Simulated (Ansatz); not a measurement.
BH3Se2, SMILES B[Se][SeH], an active-space calculation

With Ansatz's Python interface.

Input file `bh3se2.xyz`:
```text
6

B    -0.45700    0.17040   -1.02630
Se   -0.16010   -1.46330    0.01730
Se    0.13170   -0.17060    1.97920
H    -1.53060    0.64810   -1.13290
H     0.39400    0.78110   -1.56670
H     1.66410   -0.02970    1.68320
```

Notebook, run cell by cell (the value of a cell's last expression is shown):

In [1]:
```python
import ansatz as az
```

In [2]:
```python
geometry = az.Crystal.molecule_from_extxyz('bh3se2.xyz')
```

In [3]:
```python
calc = (
    geometry.calculation()
    .basis(gaussian='def2-SVP')
    .correlation(active_electrons=4, active_orbitals=4)
)
for method in [None]:
    r = (calc if method is None else calc.correlation(method)).run(threads=1).report
    space = r['configurations']
    state = space['states'][0]
    print(method or 'casscf', f'total {r["free_energy_ev"] / 27.211386246:.6f} Ha, active-space state {state["energy"]["hartree"]:.6f} Ha, mean field {r["reference_energy_ev"] / 27.211386246:.6f} Ha')
    print('  determinants', state['n_determinants'], ' natural occupations', [round(n, 3) for n in space['natural_occupations']])
```
```text
casscf total -4825.524436 Ha, active-space state -4825.524436 Ha, mean field -4825.490105 Ha
  determinants 36  natural occupations [1.962, 1.956, 0.044, 0.038]
```

Total energies depend on the basis set; only differences at equal settings carry meaning. The geometry is a force-field or estimated start, not a minimum of this method, and the basis set is short of its limit. The active space starts as a window about the frontier orbitals and is then optimised, not chosen by chemistry. Finished in 10 s on 1 thread of Arm Neoverse V2, on a shared host, peak memory 0.3 GiB.
